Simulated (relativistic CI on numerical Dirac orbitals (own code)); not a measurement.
**Co²⁺: 1s photoemission with charge transfer**

Wanted: the shape of the 1s photoemission spectrum of Co²⁺ in a cubic metal-ligand cluster, for 5 values of Upd.

Program: relativistic CI on numerical Dirac orbitals (own code) version 3. Level of theory: charge-transfer multiplet model of a cubic metal-ligand cluster with up to 2 ligand holes, Slater and spin-orbit integrals from Dirac-Coulomb-Breit ions, Slater integrals scaled by 0.8. These are calculated values, not measurements, unless marked.

**1. The atom as given**

| Quantity | Value |
| --- | --- |
| ion | Co²⁺ (Co III) |
| nuclear charge | 27 |
| electrons | 25 |
| d electrons | 7 |
| ligand holes at most | 2 |
| parameters | in eV; Veg, Vt2g hoppings, tenDq and tenDqL metal and ligand splittings (negative tenDq: tetrahedral), red the scaling of hopping with a core hole |
| temperature | 20 K |
| widths | Lorentz 1.1 eV, Gauss 0.6 eV |

**2. Upd = 9 eV**

The run's settings:

```ini
cluster ion=Co2+ d7 ligand_holes=2 slater_scale=0.8
Delta=4.4 Udd=7.1 Upd=9 tenDq=1.4 tenDqL=1.5 Veg=3.05 Vt2g=-1.59 red=0.8
spectrum xps 1s T=20 lorentz=1.1 gauss=0.6
```

Command:

```sh
> python run_levels.py task.json out
```

The settings of every run stand in task.json; they run in order.

Results of the run (chosen fields of its result record, rounded):

```text
{
  "status": "converged",
  "curve, one point in 5 above 2 % of the maximum [energy, intensity] [eV from the first main peak; 1/eV]": [
    [-3.6, 0.009843],
    [-3.1, 0.01319],
    [-2.6, 0.01861],
    [-2.1, 0.02824],
    [-1.6, 0.04772],
    [-1.1, 0.0944],
    [-0.6, 0.2111],
    [-0.1, 0.3427],
    [0.4, 0.2522],
    [0.9, 0.1159],
    [1.4, 0.05781],
    [1.9, 0.0346],
    [2.4, 0.02315],
    [2.9, 0.01785],
    [3.4, 0.0166],
    [3.9, 0.0154],
    [4.4, 0.0127],
    [4.9, 0.01124],
    [5.4, 0.01033],
    [5.9, 0.009963],
    [6.4, 0.01089],
    [6.9, 0.01414],
    [7.4, 0.02185],
    [7.9, 0.04171],
    [8.4, 0.08606],
    [8.9, 0.1109],
    [9.4, 0.07229],
    [9.9, 0.03687],
    "... 10 more rows left out ..."
  ],
  "weights": [0.579273, 0.385605, 0.0351216],
  "n_d": 7.45585,
  "n_eg": 1.50137,
  "ground_S": 0.519661,
  "ground_energy [eV]": -6.68812,
  "cluster_levels [E_eV, degeneracy, S, weight_dn]": [
    [9.77e-15, 4, 0.5197, 0.5793],
    [0.5421, 2, 1.499, 0.715],
    [0.5816, 4, 1.498, 0.7142],
    [0.649, 2, 1.5, 0.7133],
    [0.6541, 4, 1.491, 0.7116],
    [2.013, 4, 0.5246, 0.6255],
    [2.048, 2, 0.5109, 0.6201],
    [2.127, 4, 0.5048, 0.6373],
    [2.16, 2, 0.5089, 0.639],
    [2.601, 4, 1.474, 0.7664],
    [2.602, 2, 1.476, 0.7666],
    [2.634, 4, 1.453, 0.7621],
    [2.647, 2, 1.495, 0.7703],
    [2.677, 4, 0.6147, 0.6342],
    [2.717, 2, 0.5416, 0.6249],
    [3.603, 2, 0.5382, 0.5893],
    [3.634, 4, 0.525, 0.5904],
    [3.878, 4, 1.49, 0.7045],
    [3.882, 2, 1.48, 0.703],
    [3.924, 4, 1.492, 0.7053],
    [3.946, 2, 1.493, 0.7063],
    [4.246, 2, 0.5101, 0.7234],
    "... 2 more rows left out ..."
  ],
  "atomic [eV]": {"ground": {"F2dd": 9.23289, "F4dd": 5.73084, "zeta_d": 0.0631412}, "final": {"F2dd": 10.6347, "F4dd": 6.6399, "zeta_d": 0.0908874, "zeta_core": 0.0, "G2cd": 0.0592866}}
}
```

Run time: 1.9 s. Hardware: 1 thread of Neoverse-V2, shared host; peak memory 0.2 GiB.

**3. Upd = 7.8 eV**

The run's settings:

```ini
cluster ion=Co2+ d7 ligand_holes=2 slater_scale=0.8
Delta=4.4 Udd=7.1 Upd=7.8 tenDq=1.4 tenDqL=1.5 Veg=3.05 Vt2g=-1.59 red=0.8
spectrum xps 1s T=20 lorentz=1.1 gauss=0.6
```

From the record:

```text
{
  "status": "converged",
  "curve, one point in 7 above 2 % of the maximum [energy, intensity] [eV from the first main peak; 1/eV]": [
    [-3.9, 0.009036],
    [-3.2, 0.0133],
    [-2.5, 0.02155],
    [-1.8, 0.04074],
    [-1.1, 0.1005],
    [-0.4, 0.2962],
    [0.3, 0.3143],
    [1, 0.1104],
    [1.7, 0.04578],
    [2.4, 0.025],
    [3.1, 0.01821],
    [3.8, 0.01861],
    [4.5, 0.01479],
    [5.2, 0.01248],
    [5.9, 0.01094],
    [6.6, 0.0122],
    [7.3, 0.02079],
    [8, 0.05317],
    [8.7, 0.09678],
    [9.4, 0.04923],
    [10.1, 0.01999],
    [10.8, 0.01099],
    [11.5, 0.00768],
    [13.9, 0.009047]
  ],
  "weights": [0.579273, 0.385605, 0.0351216],
  "n_d": 7.45585,
  "n_eg": 1.50137,
  "ground_S": 0.519661,
  "ground_energy [eV]": -6.68812,
  "cluster_levels [E_eV, degeneracy, S, weight_dn]": [
    [9.77e-15, 4, 0.5197, 0.5793],
    [0.5421, 2, 1.499, 0.715],
    [0.5816, 4, 1.498, 0.7142],
    [0.649, 2, 1.5, 0.7133],
    [0.6541, 4, 1.491, 0.7116],
    [2.013, 4, 0.5246, 0.6255],
    [2.048, 2, 0.5109, 0.6201],
    [2.127, 4, 0.5048, 0.6373],
    [2.16, 2, 0.5089, 0.639],
    [2.601, 4, 1.474, 0.7664],
    [2.602, 2, 1.476, 0.7666],
    [2.634, 4, 1.453, 0.7621],
    [2.647, 2, 1.495, 0.7703],
    [2.677, 4, 0.6147, 0.6342],
    [2.717, 2, 0.5416, 0.6249],
    [3.603, 2, 0.5382, 0.5893],
    [3.634, 4, 0.525, 0.5904],
    [3.878, 4, 1.49, 0.7045],
    [3.882, 2, 1.48, 0.703],
    [3.924, 4, 1.492, 0.7053],
    [3.946, 2, 1.493, 0.7063],
    [4.246, 2, 0.5101, 0.7234],
    "... 2 more rows left out ..."
  ],
  "atomic [eV]": {"ground": {"F2dd": 9.23289, "F4dd": 5.73084, "zeta_d": 0.0631412}, "final": {"F2dd": 10.6347, "F4dd": 6.6399, "zeta_d": 0.0908874, "zeta_core": 0.0, "G2cd": 0.0592866}}
}
```

Run time: 1.8 s. Hardware: 1 thread of Neoverse-V2, shared host; peak memory 0.21 GiB.

**4. Upd = 8.4 eV**

The run's settings:

```ini
cluster ion=Co2+ d7 ligand_holes=2 slater_scale=0.8
Delta=4.4 Udd=7.1 Upd=8.4 tenDq=1.4 tenDqL=1.5 Veg=3.05 Vt2g=-1.59 red=0.8
spectrum xps 1s T=20 lorentz=1.1 gauss=0.6
```

From the record:

```text
{
  "status": "converged",
  "curve, one point in 7 above 2 % of the maximum [energy, intensity] [eV from the first main peak; 1/eV]": [
    [-3.2, 0.01237],
    [-2.5, 0.01983],
    [-1.8, 0.03687],
    [-1.1, 0.08851],
    [-0.4, 0.2649],
    [0.3, 0.3185],
    [1, 0.1155],
    [1.7, 0.04677],
    [2.4, 0.0252],
    [3.1, 0.01788],
    [3.8, 0.01749],
    [4.5, 0.01381],
    [5.2, 0.01171],
    [5.9, 0.0104],
    [6.6, 0.01164],
    [7.3, 0.01887],
    [8, 0.0456],
    [8.7, 0.1036],
    [9.4, 0.06746],
    [10.1, 0.02645],
    [10.8, 0.01422],
    [11.5, 0.009728],
    [12.2, 0.008713],
    [12.9, 0.009045],
    [13.6, 0.0142],
    [14.3, 0.01104]
  ],
  "weights": [0.579273, 0.385605, 0.0351216],
  "n_d": 7.45585,
  "n_eg": 1.50137,
  "ground_S": 0.519661,
  "ground_energy [eV]": -6.68812,
  "cluster_levels [E_eV, degeneracy, S, weight_dn]": [
    [9.77e-15, 4, 0.5197, 0.5793],
    [0.5421, 2, 1.499, 0.715],
    [0.5816, 4, 1.498, 0.7142],
    [0.649, 2, 1.5, 0.7133],
    [0.6541, 4, 1.491, 0.7116],
    [2.013, 4, 0.5246, 0.6255],
    [2.048, 2, 0.5109, 0.6201],
    [2.127, 4, 0.5048, 0.6373],
    [2.16, 2, 0.5089, 0.639],
    [2.601, 4, 1.474, 0.7664],
    [2.602, 2, 1.476, 0.7666],
    [2.634, 4, 1.453, 0.7621],
    [2.647, 2, 1.495, 0.7703],
    [2.677, 4, 0.6147, 0.6342],
    [2.717, 2, 0.5416, 0.6249],
    [3.603, 2, 0.5382, 0.5893],
    [3.634, 4, 0.525, 0.5904],
    [3.878, 4, 1.49, 0.7045],
    [3.882, 2, 1.48, 0.703],
    [3.924, 4, 1.492, 0.7053],
    [3.946, 2, 1.493, 0.7063],
    [4.246, 2, 0.5101, 0.7234],
    "... 2 more rows left out ..."
  ],
  "atomic [eV]": {"ground": {"F2dd": 9.23289, "F4dd": 5.73084, "zeta_d": 0.0631412}, "final": {"F2dd": 10.6347, "F4dd": 6.6399, "zeta_d": 0.0908874, "zeta_core": 0.0, "G2cd": 0.0592866}}
}
```

Wall time 1.8 s (1 thread of Neoverse-V2, shared host); peak memory 0.21 GiB.

**5. Upd = 9.6 eV**

The run's settings:

```ini
cluster ion=Co2+ d7 ligand_holes=2 slater_scale=0.8
Delta=4.4 Udd=7.1 Upd=9.6 tenDq=1.4 tenDqL=1.5 Veg=3.05 Vt2g=-1.59 red=0.8
spectrum xps 1s T=20 lorentz=1.1 gauss=0.6
```

From the record:

```text
{
  "status": "converged",
  "curve, one point in 8 above 2 % of the maximum [energy, intensity] [eV from the first main peak; 1/eV]": [
    [-3.9, 0.008067],
    [-3.1, 0.01262],
    [-2.3, 0.02259],
    [-1.5, 0.05142],
    [-0.7, 0.1718],
    [0.1, 0.3195],
    [0.9, 0.1112],
    [1.7, 0.04016],
    [2.5, 0.02088],
    [3.3, 0.01574],
    [4.1, 0.01282],
    [4.9, 0.01034],
    [5.7, 0.00964],
    [6.5, 0.01123],
    [7.3, 0.01962],
    [8.1, 0.05575],
    [8.9, 0.1141],
    [9.7, 0.05482],
    [10.5, 0.02182],
    [11.3, 0.01323],
    [12.1, 0.01205],
    [12.9, 0.01343],
    [13.7, 0.02656],
    [14.5, 0.02547],
    [15.3, 0.009129]
  ],
  "weights": [0.579273, 0.385605, 0.0351216],
  "n_d": 7.45585,
  "n_eg": 1.50137,
  "ground_S": 0.519661,
  "ground_energy [eV]": -6.68812,
  "cluster_levels [E_eV, degeneracy, S, weight_dn]": [
    [9.77e-15, 4, 0.5197, 0.5793],
    [0.5421, 2, 1.499, 0.715],
    [0.5816, 4, 1.498, 0.7142],
    [0.649, 2, 1.5, 0.7133],
    [0.6541, 4, 1.491, 0.7116],
    [2.013, 4, 0.5246, 0.6255],
    [2.048, 2, 0.5109, 0.6201],
    [2.127, 4, 0.5048, 0.6373],
    [2.16, 2, 0.5089, 0.639],
    [2.601, 4, 1.474, 0.7664],
    [2.602, 2, 1.476, 0.7666],
    [2.634, 4, 1.453, 0.7621],
    [2.647, 2, 1.495, 0.7703],
    [2.677, 4, 0.6147, 0.6342],
    [2.717, 2, 0.5416, 0.6249],
    [3.603, 2, 0.5382, 0.5893],
    [3.634, 4, 0.525, 0.5904],
    [3.878, 4, 1.49, 0.7045],
    [3.882, 2, 1.48, 0.703],
    [3.924, 4, 1.492, 0.7053],
    [3.946, 2, 1.493, 0.7063],
    [4.246, 2, 0.5101, 0.7234],
    "... 2 more rows left out ..."
  ],
  "atomic [eV]": {"ground": {"F2dd": 9.23289, "F4dd": 5.73084, "zeta_d": 0.0631412}, "final": {"F2dd": 10.6347, "F4dd": 6.6399, "zeta_d": 0.0908874, "zeta_core": 0.0, "G2cd": 0.0592866}}
}
```

Wall time 1.8 s (1 thread of Neoverse-V2, shared host); peak memory 0.21 GiB.

**6. Upd = 10.8 eV**

The run's settings:

```ini
cluster ion=Co2+ d7 ligand_holes=2 slater_scale=0.8
Delta=4.4 Udd=7.1 Upd=10.8 tenDq=1.4 tenDqL=1.5 Veg=3.05 Vt2g=-1.59 red=0.8
spectrum xps 1s T=20 lorentz=1.1 gauss=0.6
```

From the record:

```text
{
  "status": "converged",
  "curve, one point in 8 above 2 % of the maximum [energy, intensity] [eV from the first main peak; 1/eV]": [
    [-3.4, 0.009495],
    [-2.6, 0.01592],
    [-1.8, 0.03222],
    [-1, 0.09195],
    [-0.2, 0.2815],
    [0.6, 0.1706],
    [1.4, 0.05182],
    [2.2, 0.02416],
    [3, 0.01505],
    [3.8, 0.0117],
    [4.6, 0.009331],
    [5.4, 0.009067],
    [6.2, 0.009994],
    [7, 0.01556],
    [7.8, 0.03789],
    [8.6, 0.09522],
    [9.4, 0.09343],
    [10.2, 0.03541],
    [11, 0.01662],
    [11.8, 0.01228],
    [12.6, 0.01148],
    [13.4, 0.01527],
    [14.2, 0.02982],
    [15, 0.05413],
    [15.8, 0.02138],
    [16.6, 0.008541]
  ],
  "weights": [0.579273, 0.385605, 0.0351216],
  "n_d": 7.45585,
  "n_eg": 1.50137,
  "ground_S": 0.519661,
  "ground_energy [eV]": -6.68812,
  "cluster_levels [E_eV, degeneracy, S, weight_dn]": [
    [9.77e-15, 4, 0.5197, 0.5793],
    [0.5421, 2, 1.499, 0.715],
    [0.5816, 4, 1.498, 0.7142],
    [0.649, 2, 1.5, 0.7133],
    [0.6541, 4, 1.491, 0.7116],
    [2.013, 4, 0.5246, 0.6255],
    [2.048, 2, 0.5109, 0.6201],
    [2.127, 4, 0.5048, 0.6373],
    [2.16, 2, 0.5089, 0.639],
    [2.601, 4, 1.474, 0.7664],
    [2.602, 2, 1.476, 0.7666],
    [2.634, 4, 1.453, 0.7621],
    [2.647, 2, 1.495, 0.7703],
    [2.677, 4, 0.6147, 0.6342],
    [2.717, 2, 0.5416, 0.6249],
    [3.603, 2, 0.5382, 0.5893],
    [3.634, 4, 0.525, 0.5904],
    [3.878, 4, 1.49, 0.7045],
    [3.882, 2, 1.48, 0.703],
    [3.924, 4, 1.492, 0.7053],
    [3.946, 2, 1.493, 0.7063],
    [4.246, 2, 0.5101, 0.7234],
    "... 2 more rows left out ..."
  ],
  "atomic [eV]": {"ground": {"F2dd": 9.23289, "F4dd": 5.73084, "zeta_d": 0.0631412}, "final": {"F2dd": 10.6347, "F4dd": 6.6399, "zeta_d": 0.0908874, "zeta_core": 0.0, "G2cd": 0.0592866}}
}
```

It took 1.8 s on 1 thread of Neoverse-V2, shared host; peak memory 0.21 GiB.

**7. The spectra side by side**

| run | d count | weight without ligand hole | ground S | up to four highest peaks (% of the highest), eV from the first main peak |
| --- | --- | --- | --- | --- |
| Upd = 9 eV | 7.46 | 0.58 | 0.52 | 0.0 (100), 8.8 (33), 13.8 (7) |
| Upd = 7.8 eV | 7.46 | 0.58 | 0.52 | 0.0 (100), 8.7 (26) |
| Upd = 8.4 eV | 7.46 | 0.58 | 0.52 | 0.0 (100), 8.8 (30) |
| Upd = 9.6 eV | 7.46 | 0.58 | 0.52 | 0.0 (100), 8.9 (35), 14.1 (10) |
| Upd = 10.8 eV | 7.46 | 0.58 | 0.52 | 0.0 (100), 9.0 (38), 14.9 (18) |

**8. Outcome**

| quantity | value |
| --- | --- |
| d count | 7.46 to 7.46 |
| ground spin (effective S from ⟨S²⟩) | 0.52 |

In words: From Upd = 7.8 eV to Upd = 10.8 eV the ground-state d count stays at 7.46, as the core hole does not act on the ground state. In the first run d7 holds 58 % of the ground state. The cluster parameters are drawn, not fitted to a compound.
